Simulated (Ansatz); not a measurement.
# CH4ClGeNO: a ladder of functionals and wavefunction methods

An exercise on one series of results from a longer session: the logs are not shown, and one member is left open.

Computed with Ansatz 0.2.0, Gaussian basis. Level: functionals in def2-TZVPP, the program's frozen cores in correlated methods.

The runs, in order: PBE-D4, r2SCAN-D4, PBE0-D4, B3LYP-D4, ωB97X-V, ωB97M-V, B2PLYP; CCSD(T)/def2-TZVPP; MP2/def2-QZVPP; extrapolation to the limit.

## The relaxed structure

An earlier PBE0-D4 in a triple-zeta def2 set relaxation fixed the geometry.

SMILES `N[C](=O)[GeH2][Cl]`, 9 atoms, charge 0, spin multiplicity 1.

Atoms are counted from 1 here; the program's logs count them from 0.

Bond lengths: N1–C2 1.344 Å, N1–H6 1.008 Å, N1–H7 1.006 Å, C2–O3 1.212 Å, C2–Ge4 1.994 Å, Ge4–Cl5 2.175 Å, Ge4–H8 1.531 Å, Ge4–H9 1.531 Å. Angles: C2–N1–H6 119.4°, C2–N1–H7 120.8°, H6–N1–H7 119.8°, N1–C2–O3 125.2°, N1–C2–Ge4 117.1°, O3–C2–Ge4 117.7°, C2–Ge4–Cl5 108.0°, C2–Ge4–H8 110.8°, C2–Ge4–H9 110.8°, Cl5–Ge4–H8 107.3°, Cl5–Ge4–H9 107.2°, H8–Ge4–H9 112.5°.

Coordinates:

| atom | x (Å) | y (Å) | z (Å) |
| --- | --- | --- | --- |
| N1 | -0.9941 | 0.8552 | 0.8217 |
| C2 | -0.3765 | -0.3347 | 0.7323 |
| O3 | -0.5188 | -1.2554 | 1.5073 |
| Ge4 | 0.8713 | -0.5963 | -0.8014 |
| Cl5 | 0.8862 | 1.2331 | -1.9774 |
| H6 | -1.6325 | 1.0263 | 1.5833 |
| H7 | -0.8265 | 1.5745 | 0.1388 |
| H8 | 2.3004 | -0.8289 | -0.3053 |
| H9 | 0.3788 | -1.7201 | -1.7165 |

Set-up of the first run:

The input, in.yaml:

```yaml
crystal:
  periodic: [false, false, false]
  atoms:
    - {symbol: N, position_ang: [-0.994080, 0.855219, 0.821717]}
    - {symbol: C, position_ang: [-0.376465, -0.334676, 0.732349]}
    - {symbol: O, position_ang: [-0.518820, -1.255447, 1.507270]}
    - {symbol: Ge, position_ang: [0.871251, -0.596267, -0.801389]}
    - {symbol: Cl, position_ang: [0.886177, 1.233056, -1.977403]}
    - {symbol: H, position_ang: [-1.632506, 1.026296, 1.583266]}
    - {symbol: H, position_ang: [-0.826486, 1.574471, 0.138776]}
    - {symbol: H, position_ang: [2.300441, -0.828898, -0.305299]}
    - {symbol: H, position_ang: [0.378788, -1.720054, -1.716488]}
basis:
  gaussian: {orbitals: def2-TZVPP}
hamiltonian: {xc: pbe, dispersion: d4}
output: {forces: true, orbitals: {seedname: orbitals}}
```

Command:

```sh
ansatz run in.yaml --threads 4 --pin off --events-out ev --progress --plain --max-ram 10444MiB
```

Steps of the session up to this table: PBE-D4 (GGA); r2SCAN-D4 (meta-GGA); PBE0-D4 (hybrid); B3LYP-D4 (hybrid); ωB97X-V (range-separated); ωB97M-V (range-separated); B2PLYP (double hybrid); CCSD(T) in def2-TZVPP; MP2 in def2-QZVPP.

One of the session's tables, all rows but one given; the rest of the session is left out.

| method | atomisation energy (kJ/mol) |
| --- | --- |
| PBE-D4 | 3285.9 |
| r2SCAN-D4 | 3194.3 |
| PBE0-D4 | ? |
| B3LYP-D4 | 3171.9 |
| ωB97X-V | 3198.6 |
| ωB97M-V | 3182.2 |
| B2PLYP | 3138.1 |
| HF/def2-TZVPP | 2119.5 |
| MP2/def2-TZVPP | 3158.6 |
| CCSD/def2-TZVPP | 3010.4 |
| CCSD(T)/def2-TZVPP | 3080.1 |
| MP2/CBS | 3252.9 |
| CCSD(T)/CBS | 3174.4 |

Estimate the missing values for PBE0-D4.

**Answer.** atomisation energy (kJ/mol): 3185.1. In the column «atomisation energy (kJ/mol)» it lies between ωB97M-V (3182.2) and r2SCAN-D4 (3194.3).

To keep in mind: Free atoms (1 N, 1 C, 1 O, 1 Ge, 1 Cl, 4 H) were run apart at each level; the atomisation energy is their sum less the molecule, without zero-point or spin-orbit terms.
